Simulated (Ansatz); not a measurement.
# AlGa3Sb2: from a guess to a relaxed structure, part 2 of 2

Aim: relax a trial structure of AlGa3Sb2 and see where it ends.

Ansatz 0.2.0; DFT PBE, scalar-relativistic, plane waves, PAW. Earlier steps stand in the parts before.

## 4. Full relaxation

The end of the coarse run is made exact in the group found at a tolerance of 0.06 Å and reduced to its primitive cell.

input.yaml

```yaml
crystal:
  lattice:
    - [5.550468271, 0.0, 0.0]
    - [-2.7752341355, 4.8068465256, 0.0]
    - [0.0, 0.0, 7.894038224]
  atoms:
    - { symbol: Al, position: [0.0, 0.0, 0.5] }
    - { symbol: Ga, position: [0.5, 0.0, 0.5] }
    - { symbol: Ga, position: [0.0, 0.5, 0.5] }
    - { symbol: Ga, position: [0.5, 0.5, 0.5] }
    - { symbol: Sb, position: [0.0, 0.0, 0.8331036227] }
    - { symbol: Sb, position: [0.0, 0.0, 0.1668963773] }
basis:
  ecutwfc: 420
kpoints:
  mp_grid: { grid: [12, 12, 6] }
hamiltonian:
  xc: pbe
scf:
  occupations: { method: gaussian, width: 0.1 }
output:
  forces: true
  stress: true
  eigenvalues: true
relax:
  adjacent_minimum: "off"
  f_tol: 0.01
  max_steps: 80
  cell: { stress_tol: 0.05 }
```

Command:

```
> ansatz run input.yaml --threads 1 --pin off --max-ram 2560MiB --backend cpu --events-out ev --progress --plain --runs-dir out
```

The log of the run:

```text
Warning: RAYON_NUM_THREADS=1 ignored (pool sized by the plan → 1); use --threads N
Engine: ansatz 0.2.0, x86_64-unknown-linux-gnu
Pseudopotentials: kind: paw
Pseudopotential: Al, paw, valence charge 3, recommended cutoff 420 eV (normal), Al.paw.azcp
Pseudopotential: Ga, paw, valence charge 13, recommended cutoff 420 eV (normal), Ga.paw.azcp
Pseudopotential: Sb, paw, valence charge 15, recommended cutoff 420 eV (normal), Sb.paw.azcp
Functional definition: PBE
  parameter kappa = 0.804
  parameter beta = 0.06672455060314922
  exchange = pbe_x(kappa = kappa, mu = beta*pi^2/3)
  correlation = pbe_c(beta = beta)
Crystal: 6 atoms, lattice volume = 210.615 Å³
Basis set: ecut = 420 eV, 4131 PW (Γ), exchange–correlation on 80×80×108 points (8 copies of the dense FFT grid, shifted against one another)
Bands: 44, of which v1, the nominal top of the filled ones, is band 36 counted from 1 (35 counted from 0)
Symmetry: 24 space group operations
Space group: P6/mmm (ITA 191), of the structure as read, at distance tolerance 5.9e-5 Å
k-points: 76 of 864
Non-local potential: Al, projectors of the file, l = 0: 2, l = 1: 2, l = 2: 1
Non-local potential: Ga, projectors of the file, l = 0: 2, l = 1: 2, l = 2: 3, l = 3: 1
Non-local potential: Sb, projectors of the file, l = 0: 2, l = 1: 2, l = 2: 2, l = 3: 2
PAW form: soft (Blöchl's): semilocal exchange-correlation on the pseudo side does not see the compensation charge
PAW one-centre angular grid: Al, 110 points (default); XC on 64 Gauss nodes
PAW one-centre angular grid: Ga, 590 points (default); XC on 64 Gauss nodes
PAW one-centre angular grid: Sb, 590 points (default); XC on 64 Gauss nodes
Initial density: superposition of atomic densities (neutral atoms: chi_scale 0, normalization atom), corrected by the library's trained network
Initial wavefunctions: pseudopotential atomic-orbital guess
Functional: x = pbe(κ = 0.804, μ = 0.2195149727645171), c = pbe(β = 0.06672455060314922)
SCF iter   1: F=—  HF=-24852.754758 eV  |F-HF|=—  |Δ(HF+E_count)|=         —  Δρ=2.63e-3  dr2=3.68e-2  ethr=1.77e-3  ⟨swp⟩=8.4  Hψ=13725  notcnv=0
preconditioner: auto → LDOS  [metal: Δε(μ)=0.008 eV  Ē_g=12.815 eV  σ=0.100 eV  W_gap=0.05  n_scr=40 (ndim 8)  ℏωp=18.5 eV  f_vac=0.216  D(μ)=3.43/eV (n_scr^D=22)  β→1.0]
SCF iter   2: F=—  HF=-24852.746103 eV  |F-HF|=—  |Δ(HF+E_count)|=   8.66e-3  Δρ=1.19e-3  dr2=2.73e-3  ethr=5.11e-5  ⟨swp⟩=2.0  Hψ=6683  notcnv=0  defer=27
SCF iter   3: F=—  HF=-24852.746330 eV  |F-HF|=—  |Δ(HF+E_count)|=   2.27e-4  Δρ=5.93e-4  dr2=6.33e-4  ethr=3.79e-6  ⟨swp⟩=2.0  Hψ=5941  notcnv=0  defer=27
SCF iter   4: F=—  HF=-24852.745877 eV  |F-HF|=—  |Δ(HF+E_count)|=   4.53e-4  Δρ=1.14e-4  dr2=2.97e-5  ethr=8.79e-7  ⟨swp⟩=2.0  Hψ=5171  notcnv=0  defer=27
SCF iter   5: F=—  HF=-24852.745935 eV  |F-HF|=—  |Δ(HF+E_count)|=   5.78e-5  Δρ=4.64e-5  dr2=6.60e-6  ethr=4.12e-8  ⟨swp⟩=2.0  Hψ=5945  notcnv=0  defer=27
SCF iter   6: F=—  HF=-24852.745936 eV  |F-HF|=—  |Δ(HF+E_count)|=   1.34e-6  Δρ=1.46e-5  dr2=5.73e-7  ethr=9.17e-9  ⟨swp⟩=2.0  Hψ=5938  notcnv=0  defer=27
SCF iter   7: F=-24852.745936 eV  HF=-24852.745936 eV  |F-HF|=2.43e-8  |Δ(HF+E_count)|=   1.34e-7  Δρ=3.99e-6  dr2=6.33e-8  ethr=1.39e-10  ⟨swp⟩=10.7  Hψ=15693  notcnv=0
SCF 1 converged in 7 iterations: F = -24852.745936 eV  dr2 = 6.33e-8
relax step   1: F+E_penalty+E_count = -24852.74593624 eV  Δ(F+E_penalty+E_count) = +0.000e0 eV  max|allowed force component| = 1.435e-1 eV/Å  Δτ_max = 0.0000 Å  P = +0.371 GPa  Ω = 210.615 Å³  (7 SCF iters, dr2 threshold 1.00e-7 eV, accepted)
Crystal: 6 atoms, lattice volume = 213.313 Å³
Basis set: ecut = 420 eV, 4179 PW (Γ), exchange–correlation on 80×80×108 points (8 copies of the dense FFT grid, shifted against one another)
Initial density: handed on by an earlier stage of this run
Initial wavefunctions: those handed on with the density
iter 1 solved again at ethr=1.06e-5 eV; its pass at ethr=3.10e-3 eV (dr2=7.63e-3 eV) is discarded
SCF iter   1: F=—  HF=-24852.757538 eV  |F-HF|=—  |Δ(HF+E_count)|=         —  Δρ=1.07e-3  dr2=8.05e-3  ethr=1.06e-5  ⟨swp⟩=2.0  Hψ=19129  notcnv=0
preconditioner: auto → LDOS  [metal: Δε(μ)=0.045 eV  Ē_g=12.725 eV  σ=0.100 eV  W_gap=0.25  n_scr=40 (ndim 8)  ℏωp=18.3 eV  f_vac=0.220  D(μ)=3.36/eV (n_scr^D=22)  β→1.0]
SCF iter   2: F=—  HF=-24852.756166 eV  |F-HF|=—  |Δ(HF+E_count)|=   1.37e-3  Δρ=5.66e-4  dr2=1.01e-3  ethr=1.06e-5  ⟨swp⟩=2.0  Hψ=6092  notcnv=0
SCF iter   3: F=—  HF=-24852.756069 eV  |F-HF|=—  |Δ(HF+E_count)|=   9.76e-5  Δρ=3.04e-4  dr2=3.40e-4  ethr=1.41e-6  ⟨swp⟩=2.0  Hψ=6092  notcnv=0
SCF iter   4: F=—  HF=-24852.755977 eV  |F-HF|=—  |Δ(HF+E_count)|=   9.15e-5  Δρ=8.03e-5  dr2=3.04e-5  ethr=4.72e-7  ⟨swp⟩=2.0  Hψ=6033  notcnv=0
SCF iter   5: F=—  HF=-24852.755973 eV  |F-HF|=—  |Δ(HF+E_count)|=   3.69e-6  Δρ=4.04e-5  dr2=3.29e-6  ethr=4.22e-8  ⟨swp⟩=2.0  Hψ=6088  notcnv=0
SCF iter   6: F=-24852.755971 eV  HF=-24852.755971 eV  |F-HF|=8.00e-10  |Δ(HF+E_count)|=   2.09e-6  Δρ=6.49e-6  dr2=1.64e-7  ethr=8.33e-10  ⟨swp⟩=7.4  Hψ=15463  notcnv=0
SCF 2 converged in 6 iterations: F = -24852.755971 eV  dr2 = 1.64e-7
relax step   2: F+E_penalty+E_count = -24852.75597133 eV  Δ(F+E_penalty+E_count) = -1.004e-2 eV  max|allowed force component| = 2.205e-1 eV/Å  Δτ_max = 0.0137 Å  P = -0.301 GPa  Ω = 213.313 Å³  energy of the carried Pulay correction = -4.490e-4 eV  (6 SCF iters, dr2 threshold 6.00e-7 eV, accepted)
Crystal: 6 atoms, lattice volume = 211.854 Å³
Basis set: ecut = 420 eV, 4113 PW (Γ), exchange–correlation on 80×80×108 points (8 copies of the dense FFT grid, shifted against one another)
iter 1 solved again at ethr=2.53e-6 eV; its pass at ethr=3.10e-3 eV (dr2=1.82e-3 eV) is discarded
SCF iter   1: F=—  HF=-24852.762544 eV  |F-HF|=—  |Δ(HF+E_count)|=         —  Δρ=5.17e-4  dr2=1.94e-3  ethr=2.53e-6  ⟨swp⟩=2.8  Hψ=16267  notcnv=0
preconditioner: auto → LDOS  [metal: Δε(μ)=0.031 eV  Ē_g=12.775 eV  σ=0.100 eV  W_gap=0.17  n_scr=40 (ndim 8)  ℏωp=18.4 eV  f_vac=0.214  D(μ)=3.27/eV (n_scr^D=22)  β→1.0]
SCF iter   2: F=—  HF=-24852.762245 eV  |F-HF|=—  |Δ(HF+E_count)|=   2.99e-4  Δρ=1.58e-4  dr2=8.76e-5  ethr=2.53e-6  ⟨swp⟩=2.0  Hψ=3778  notcnv=0
SCF iter   3: F=—  HF=-24852.762267 eV  |F-HF|=—  |Δ(HF+E_count)|=   2.21e-5  Δρ=1.23e-4  dr2=5.71e-5  ethr=1.22e-7  ⟨swp⟩=2.2  Hψ=6126  notcnv=0
SCF iter   4: F=—  HF=-24852.762252 eV  |F-HF|=—  |Δ(HF+E_count)|=   1.46e-5  Δρ=3.23e-5  dr2=4.41e-6  ethr=7.94e-8  ⟨swp⟩=2.0  Hψ=6042  notcnv=0
SCF iter   5: F=-24852.762251 eV  HF=-24852.762251 eV  |F-HF|=3.39e-7  |Δ(HF+E_count)|=   8.39e-7  Δρ=9.23e-6  dr2=3.05e-7  ethr=8.33e-10  ⟨swp⟩=7.2  Hψ=15293  notcnv=0
SCF 3 converged in 5 iterations: F = -24852.762251 eV  dr2 = 3.05e-7
relax step   3: F+E_penalty+E_count = -24852.76225099 eV  Δ(F+E_penalty+E_count) = -6.280e-3 eV  max|allowed force component| = 6.557e-2 eV/Å  Δτ_max = 0.0101 Å  P = -0.055 GPa  Ω = 211.854 Å³  energy of the carried Pulay correction = -2.069e-4 eV  (5 SCF iters, dr2 threshold 6.00e-7 eV, accepted)
Crystal: 6 atoms, lattice volume = 211.380 Å³
iter 1 solved again at ethr=4.00e-7 eV; its pass at ethr=3.10e-3 eV (dr2=2.88e-4 eV) is discarded
SCF iter   1: F=—  HF=-24852.762790 eV  |F-HF|=—  |Δ(HF+E_count)|=         —  Δρ=2.23e-4  dr2=3.10e-4  ethr=4.00e-7  ⟨swp⟩=2.3  Hψ=15644  notcnv=0
preconditioner: auto → LDOS  [metal: Δε(μ)=0.029 eV  Ē_g=12.776 eV  σ=0.100 eV  W_gap=0.16  n_scr=40 (ndim 8)  ℏωp=18.4 eV  f_vac=0.215  D(μ)=3.18/eV (n_scr^D=22)  β→1.0]
SCF iter   2: F=—  HF=-24852.762740 eV  |F-HF|=—  |Δ(HF+E_count)|=   4.99e-5  Δρ=3.39e-5  dr2=3.32e-6  ethr=4.00e-7  ⟨swp⟩=1.9  Hψ=3530  notcnv=0
SCF iter   3: F=—  HF=-24852.762763 eV  |F-HF|=—  |Δ(HF+E_count)|=   2.34e-5  Δρ=2.62e-5  dr2=1.47e-6  ethr=3.73e-10  ⟨swp⟩=8.8  Hψ=17235  notcnv=0
SCF iter   4: F=-24852.762763 eV  HF=-24852.762763 eV  |F-HF|=2.59e-7  |Δ(HF+E_count)|=   5.83e-7  Δρ=8.22e-6  dr2=1.77e-7  ethr=3.73e-10  ⟨swp⟩=3.7  Hψ=14166  notcnv=0
SCF 4 converged in 4 iterations: F = -24852.762763 eV  dr2 = 1.77e-7
relax step   4: F+E_penalty+E_count = -24852.76276261 eV  Δ(F+E_penalty+E_count) = -5.116e-4 eV  max|allowed force component| = 5.229e-3 eV/Å  Δτ_max = 0.0046 Å  P = +0.006 GPa  Ω = 211.380 Å³  energy of the carried Pulay correction = -1.279e-4 eV  (4 SCF iters, dr2 threshold 2.69e-7 eV, accepted)
Crystal: 6 atoms, lattice volume = 211.323 Å³
iter 1 solved again at ethr=1.90e-8 eV; its pass at ethr=3.10e-3 eV (dr2=1.37e-5 eV) is discarded
SCF iter   1: F=—  HF=-24852.762790 eV  |F-HF|=—  |Δ(HF+E_count)|=         —  Δρ=5.64e-5  dr2=1.61e-5  ethr=1.90e-8  ⟨swp⟩=2.9  Hψ=16285  notcnv=0
preconditioner: auto → LDOS  [metal: Δε(μ)=0.026 eV  Ē_g=12.775 eV  σ=0.100 eV  W_gap=0.14  n_scr=40 (ndim 8)  ℏωp=18.4 eV  f_vac=0.215  D(μ)=3.15/eV (n_scr^D=22)  β→1.0]
SCF iter   2: F=—  HF=-24852.762769 eV  |F-HF|=—  |Δ(HF+E_count)|=   2.10e-5  Δρ=1.89e-5  dr2=9.35e-7  ethr=1.90e-8  ⟨swp⟩=2.0  Hψ=4109  notcnv=0
SCF iter   3: F=—  HF=-24852.762811 eV  |F-HF|=—  |Δ(HF+E_count)|=   4.22e-5  Δρ=1.52e-5  dr2=7.57e-7  ethr=1.30e-9  ⟨swp⟩=2.0  Hψ=6114  notcnv=0
SCF iter   4: F=—  HF=-24852.762811 eV  |F-HF|=—  |Δ(HF+E_count)|=   2.15e-7  Δρ=5.80e-6  dr2=1.04e-7  ethr=1.05e-9  ⟨swp⟩=2.0  Hψ=6025  notcnv=0
SCF iter   5: F=-24852.762811 eV  HF=-24852.762811 eV  |F-HF|=5.91e-9  |Δ(HF+E_count)|=   3.21e-8  Δρ=1.43e-6  dr2=6.31e-9  ethr=1.10e-11  ⟨swp⟩=3.7  Hψ=13441  notcnv=0
SCF 5 converged in 5 iterations: F = -24852.762811 eV  dr2 = 6.31e-9
relax step   5: F+E_penalty+E_count = -24852.76281107 eV  Δ(F+E_penalty+E_count) = -4.845e-5 eV  max|allowed force component| = 2.042e-5 eV/Å  Δτ_max = 0.0009 Å  P = +0.003 GPa  Ω = 211.323 Å³  energy of the carried Pulay correction = -1.183e-4 eV  (5 SCF iters, dr2 threshold 7.90e-9 eV, accepted)
Initial wavefunctions: pseudopotential atomic-orbital guess (no wavefunctions were taken with the density)
iter 1 solved again at ethr=5.12e-7 eV; its pass at ethr=3.10e-3 eV (dr2=3.69e-4 eV) is discarded
SCF iter   1: F=—  HF=-24852.755917 eV  |F-HF|=—  |Δ(HF+E_count)|=         —  Δρ=1.90e-4  dr2=5.78e-6  ethr=5.12e-7  ⟨swp⟩=3.3  Hψ=21724  notcnv=0
preconditioner: auto → LDOS  [metal: Δε(μ)=0.025 eV  Ē_g=12.775 eV  σ=0.100 eV  W_gap=0.14  n_scr=40 (ndim 8)  ℏωp=18.4 eV  f_vac=0.215  D(μ)=3.16/eV (n_scr^D=22)  β→1.0]
SCF iter   2: F=—  HF=-24852.762899 eV  |F-HF|=—  |Δ(HF+E_count)|=   6.98e-3  Δρ=1.52e-5  dr2=3.31e-6  ethr=8.03e-9  ⟨swp⟩=3.0  Hψ=5415  notcnv=0
SCF iter   3: F=—  HF=-24852.762867 eV  |F-HF|=—  |Δ(HF+E_count)|=   3.20e-5  Δρ=1.32e-5  dr2=6.89e-7  ethr=4.60e-9  ⟨swp⟩=2.1  Hψ=3902  notcnv=0
SCF iter   4: F=—  HF=-24852.762898 eV  |F-HF|=—  |Δ(HF+E_count)|=   3.10e-5  Δρ=7.06e-6  dr2=1.15e-7  ethr=9.57e-10  ⟨swp⟩=2.0  Hψ=5332  notcnv=0
SCF iter   5: F=—  HF=-24852.762900 eV  |F-HF|=—  |Δ(HF+E_count)|=   1.27e-6  Δρ=2.12e-6  dr2=6.32e-9  ethr=1.60e-10  ⟨swp⟩=2.0  Hψ=5333  notcnv=0
SCF iter   6: F=—  HF=-24852.762900 eV  |F-HF|=—  |Δ(HF+E_count)|=   2.22e-7  Δρ=5.44e-7  dr2=8.74e-10  ethr=8.78e-12  ⟨swp⟩=2.0  Hψ=5329  notcnv=0
SCF iter   7: F=—  HF=-24852.762900 eV  |F-HF|=—  |Δ(HF+E_count)|=   1.79e-9  Δρ=1.65e-7  dr2=1.63e-10  ethr=1.21e-12  ⟨swp⟩=2.0  Hψ=6074  notcnv=0
SCF iter   8: F=-24852.762900 eV  HF=-24852.762900 eV  |F-HF|=4.00e-11  |Δ(HF+E_count)|=  4.00e-11  Δρ=4.31e-8  dr2=7.57e-12  ethr=1.00e-12  ⟨swp⟩=5.5  Hψ=11328  notcnv=0
SCF 6 converged in 8 iterations: F = -24852.762900 eV  dr2 = 7.57e-12
relax step   6: F+E_penalty+E_count = -24852.76289992 eV  Δ(F+E_penalty+E_count) = -8.885e-5 eV  max|allowed force component| = 1.068e-4 eV/Å  Δτ_max = 0.0000 Å  P = +0.002 GPa  Ω = 211.323 Å³  stress off target by 9.17e-3 GPa  SCF on the basis re-selected at this cell (its energy is not comparable with the rows above)  (8 SCF iters)
basis re-selected at this cell: Δ(F+E_penalty+E_count) = -8.885e-5 eV, ΔP = -0.001 GPa vs the last step (what re-selecting the basis moved, of the pressure what is left beyond the Pulay correction that the steps carried, after the strain that the cell walked since its last selection, with what the two solves' SCF thresholds leave and, on support functions, any second-order correction that the steps lacked; it is no measure of the basis error at this ecutwfc). This SCF's stress stands 9.17e-3 GPa from its target on what of the cell is left free (relax.cell.stress_tol is 5.00e-2 GPa) and its largest allowed force component is 1.07e-4 eV/Å (relax.f_tol is 1.00e-2 eV/Å): within both
SCF converged after 8 iterations
Free energy (F): -24852.762900 eV
Harris-Foulkes:  -24852.762900 eV  (|F-HF|=4.00e-11)
Internal energy: -24852.747125 eV  (E = F + TS)
E sigma→0 (E₀):  -24852.755013 eV
Entropy (-TS):   -0.015775 eV (-2.629 meV/atom)
Fermi energy:    4.304794 eV
--- Per-component energies (eV) ---
  E_band       = -811.503225
  E_kinetic    = 775.960865
  E_local      = -12435.798809  (includes V_loc(G=0)·N_el)
  E_nonlocal   = 1999.454561
  E_hartree    = 5722.140726
  E_xc         = -520.922320
  E_vxc        = -390.300825  (∫ρ·V_xc dr)
  E_paw        = -15571.994130  (= ΣΔE_a)
  E_vpaw       = -2205.100361  (= ΣTr[D̂ρ^β])
  E_aug_tail   = -0.000338  (compensation charges beyond the density's cutoff)
  E_ewald      = -4821.587681
  E_smearing   = -0.015775  (= −TS)
  E_closure    = -0.000000  (closes the sum)
  Σ components = -24852.762900   (vs F -24852.762900, Δ=0.00e0)
--- Forces (eV/Å), atoms counted from 1 ---
  atom   1  Al    -0.00000000     0.00000000     0.00000000
  atom   2  Ga    -0.00000000     0.00000000     0.00000000
  atom   3  Ga    -0.00000000     0.00000000     0.00000000
  atom   4  Ga    -0.00000000     0.00000000     0.00000000
  atom   5  Sb     0.00000000     0.00000000    -0.00010679
  atom   6  Sb     0.00000000     0.00000000     0.00010679
  max |Σ_I F_I| component: 2.27e-26 eV/Å
--- Stress (GPa, compression-positive) ---
       -0.001149       0.000000       0.000000
       -0.000000      -0.001149       0.000000
        0.000000       0.000000       0.009172
  P = ⅓ Tr σ = 0.0023 GPa (0.023 kbar)
--- Band table (eV; the first three rows and the last of 76) ---
  k-point 0: bands = ["-24.7348", "-24.5624", "-24.5624", "-24.4734", "-24.4734", "-24.4617", "-24.4617", "-24.4526", "-24.4526", "-24.4107", "-10.9013", "-10.8113", "-10.8113", "-10.7530", "-10.7400", "-10.6733", "-10.6733", "-10.5678", "-10.5678", "-10.5593", "-10.5379", "-10.5379", "-10.4707", "-10.4707", "-10.3373", "-6.2139", "-4.5790", "-3.7413", "0.5303", "1.0577", "1.0577", "1.2532", "1.2532", "1.6084", "3.3307", "3.9267", "3.9267", "4.7075", "4.7075", "5.0663", "5.8599", "7.5792", "7.5792", "7.9756"]
  k-point 1: bands = ["-24.7347", "-24.5624", "-24.5624", "-24.4734", "-24.4734", "-24.4617", "-24.4617", "-24.4526", "-24.4526", "-24.4108", "-10.9013", "-10.8113", "-10.8113", "-10.7530", "-10.7400", "-10.6733", "-10.6733", "-10.5678", "-10.5678", "-10.5593", "-10.5379", "-10.5379", "-10.4707", "-10.4707", "-10.3373", "-6.1560", "-4.8719", "-3.4204", "0.4734", "1.0792", "1.0792", "1.2536", "1.2536", "1.6086", "3.0754", "3.6535", "3.6535", "4.7825", "5.0631", "5.0631", "6.5379", "7.5492", "7.5492", "8.2485"]
  k-point 2: bands = ["-24.7343", "-24.5624", "-24.5624", "-24.4734", "-24.4734", "-24.4617", "-24.4617", "-24.4526", "-24.4526", "-24.4112", "-10.9013", "-10.8113", "-10.8113", "-10.7530", "-10.7400", "-10.6733", "-10.6733", "-10.5678", "-10.5678", "-10.5593", "-10.5379", "-10.5379", "-10.4707", "-10.4707", "-10.3373", "-5.9836", "-5.3159", "-2.9533", "0.3246", "1.1254", "1.1254", "1.2543", "1.2543", "1.6090", "2.6646", "3.3229", "3.3229", "4.5574", "5.5892", "5.5892", "7.4930", "7.4930", "7.6167", "8.9979"]
  k-point 75: bands = ["-24.7341", "-24.5624", "-24.5624", "-24.4733", "-24.4733", "-24.4616", "-24.4616", "-24.4526", "-24.4526", "-24.4113", "-10.7374", "-10.7285", "-10.7285", "-10.6698", "-10.6698", "-10.6563", "-10.6563", "-10.6525", "-10.6118", "-10.5935", "-10.5935", "-10.5632", "-10.5257", "-10.5257", "-10.4982", "-5.6356", "-4.5144", "-3.1140", "-3.1140", "-1.0021", "0.6075", "2.2188", "2.2188", "3.5034", "3.5213", "3.5213", "5.3208", "5.3208", "5.5914", "5.5914", "8.0049", "8.2570", "9.5486", "9.5486"]
--- Relaxed structure (5 steps of the walk, 5 accepted, 1 SCFs on fresh bases) ---
  F+E_penalty+E_count = -24852.76289992 eV   max|allowed force component| = 1.068e-4 eV/Å   (the final SCF, on the basis selected at the relaxed cell)
  cell:  # Å, volume = 211.3227 Å³
    - [5.520180872283996, 0.0, 0.0]
    - [-2.760090436141998, 4.780616868882882, 0.0]
    - [0.0, 0.0, 8.00772204459444]
  atoms:
    - { symbol: Al, position: [3.973815949022542e-37, -3.060627123131184e-36, 0.5] }
    - { symbol: Ga, position: [0.5, 1.6972568591909292e-35, 0.5] }
    - { symbol: Ga, position: [0.0, 0.5, 0.5] }
    - { symbol: Ga, position: [0.5, 0.5, 0.5] }
    - { symbol: Sb, position: [-9.395554653715494e-36, -1.9754956885664918e-35, 0.8333342811352515] }
    - { symbol: Sb, position: [-6.266543363679573e-35, -1.6416090933158168e-35, 0.16666571886474846] }
```

Wall time 8.4 min (1 thread of Intel Xeon at 2.50GHz (Skylake/Cascade Lake), shared host); peak memory 0.82 GiB.

The steps of the relaxation:

```
step  E - E(step 1) (eV/cell)  largest force component (eV/Å)  pressure (GPa)  volume (Å³)
   1                   0.0000                          0.1435            0.37       210.61
   2                  -0.0100                          0.2205           -0.30       213.31
   3                  -0.0163                          0.0656           -0.06       211.85
   4                  -0.0168                          0.0052            0.01       211.38
   5                  -0.0169                          0.0000            0.00       211.32
   6                  -0.0170                          0.0001            0.00       211.32
```

Step 1 is the start. Step 6 repeats the geometry before it on a plane-wave basis chosen anew for that cell, so its energy need not be comparable with the rows above.

|  | before | after | change |
| --- | --- | --- | --- |
| a (Å) | 5.550 | 5.520 | -0.5 % |
| b (Å) | 5.550 | 5.520 | -0.5 % |
| c (Å) | 7.894 | 8.008 | +1.4 % |
| volume (Å³/atom) | 35.10 | 35.22 | +0.3 % |
| shortest distance (Å) | 2.630 | 2.669 | +1.5 % |
| space group (0.01 Å) | P6/mmm | P6/mmm | same |

Forces and stress were held to the start's 24 operations: a distortion of lower symmetry was not tested.

## 5. Variant: xc revpbe, ecutwfc left out

input.yaml

```yaml
crystal:
  lattice:
    - [5.5201808723, 0.0, 0.0]
    - [-2.7600904361, 4.7806168689, 0.0]
    - [0.0, 0.0, 8.0077220446]
  atoms:
    - { symbol: Al, position: [0.0, 0.0, 0.5] }
    - { symbol: Ga, position: [0.5, 0.0, 0.5] }
    - { symbol: Ga, position: [0.0, 0.5, 0.5] }
    - { symbol: Ga, position: [0.5, 0.5, 0.5] }
    - { symbol: Sb, position: [0.0, 0.0, 0.8333342811] }
    - { symbol: Sb, position: [0.0, 0.0, 0.1666657189] }
kpoints:
  mp_grid: { grid: [12, 12, 6] }
hamiltonian:
  xc: revpbe
scf:
  occupations: { method: gaussian, width: 0.1 }
output:
  forces: true
  eigenvalues: true
  stress: true
```

Command:

```
> ansatz run input.yaml --threads 1 --pin off --max-ram 2560MiB --backend cpu --events-out ev --progress --plain --runs-dir out
```

The log of the run, cut to the lines that bear on the results:

```text
Warning: RAYON_NUM_THREADS=1 ignored (pool sized by the plan → 1); use --threads N
[...]
Pseudopotentials: kind: paw
Pseudopotential: Al, paw, valence charge 3, recommended cutoff 420 eV (normal), Al.paw.azcp
Pseudopotential: Ga, paw, valence charge 13, recommended cutoff 420 eV (normal), Ga.paw.azcp
Pseudopotential: Sb, paw, valence charge 15, recommended cutoff 420 eV (normal), Sb.paw.azcp
Functional definition: revPBE
[...]
Crystal: 6 atoms, lattice volume = 211.323 Å³
[...]
  atom   3  Ga     0.00000000     0.00000000     0.00000000
  atom   4  Ga     0.00000000     0.00000000     0.00000000
  atom   5  Sb     0.00000000     0.00000000     0.00026448
  atom   6  Sb    -0.00000000     0.00000000    -0.00026448
[...]
--- Stress (GPa, compression-positive) ---
        0.746430       0.000000       0.000000
        0.000000       0.746430       0.000000
        0.000000       0.000000       0.694696
  P = ⅓ Tr σ = 0.7292 GPa (7.292 kbar)
--- Band table (eV; the first three rows and the last of 76) ---
[...]
```

Run time: 82 s. Hardware: 1 thread of Intel Xeon at 2.50GHz (Skylake/Cascade Lake), shared host; peak memory 0.79 GiB.

```tsv
run	ending	energy change	pressure (GPa)	gap (eV)	force (eV/Å)	cycles	time
step 4	converged	-	0.0	0.00	0.00	-	8.4 min
variant	converged	not comparable	0.7	0.00	0.00	8	82 s
```

A change of functional puts the total energy on another scale; the pressure goes from 0.0 to 0.7 GPa. At this fixed cell a higher pressure means that this functional prefers a larger volume than the reference.

## 6. Results

This closing draws on all 2 parts. Changes of volume or cell count from the first structure of part 1.

```
                              quantity                                                                       value
symmetry at the end (tolerance 0.05 Å)                                                space group P6/mmm (No. 191)
                     conventional cell  a = 5.520 Å, b = 5.520 Å, c = 8.008 Å, α = 90.00°, β = 90.00°, γ = 120.00°
                                volume                                                               35.22 Å³/atom
              energy over the elements                                                               +0.46 eV/atom
                       gap on the mesh                                                                none (metal)
```

**Reading.** The space group P6/mmm (No. 191) is kept, and the volume per atom grows by 30.4 % from the first guess. The formation energy is positive, so the separate elements lie lower. No finished test with a distortion of lower symmetry is shown, so the end may be a saddle point. The runs treat Sb without spin-orbit coupling.
